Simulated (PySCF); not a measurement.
# C2H7ClSi2: the cost of one run

Programs: PySCF 2.14.0, with density-fitted response routines of our own. Each step states its level of theory. These are calculated values for one molecule in the gas phase, unless marked as measured. Atoms are numbered from 0 throughout.

## Step 1: The starting structure

12 atoms, charge 0, multiplicity 1; geometry from: GFN2-xTB. The atoms were then displaced at random by about 0.01 Å, so the start is not that level's minimum.

Bonds of the start (Å): Cl0–C1 1.81, C1–Si2 1.92, Si2–C3 1.89, C3–Si4 1.95, Si4–C1 1.93, C1–H5 1.09, Si2–H6 1.48, Si2–H7 1.49, C3–H8 1.07, C3–H9 1.10, Si4–H10 1.45, Si4–H11 1.46.

## Step 2: Geometry optimisation at PBE0-D3(BJ)/def2-SVP

What the job is given:

```
{"job": {"xc": "PBE0", "basis": "def2-SVP", "d3": "d3bj", "grid": 1, "shake": 0.01, "kind": "geom"}, "charge": 0, "multiplicity": 1}
Cl    -0.200910    -2.759560     0.362550
C     -0.011190    -1.179140    -0.501940
Si     1.366080    -0.035240     0.197070
C      0.066460     1.322880     0.351830
Si    -1.387820     0.133630    -0.185510
H      0.118210    -1.444260    -1.548370
H      1.930190    -0.509010     1.477630
H      2.472560     0.251130    -0.756880
H      0.176830     2.167170    -0.298110
H     -0.079240     1.741440     1.360120
H     -2.123840     0.527190    -1.373160
H     -2.287630    -0.244500     0.905740
```

Started as:

```sh
> OMP_NUM_THREADS=1 python probes_run.py task.json out
```

One launch serves the whole session: the jobs run in the order shown.

**Question.** How long does this first job take on 1 thread of Intel Xeon Platinum 8488C, shared host, and how much memory does it need?

About 78 s, with a peak of 0.49 GiB.
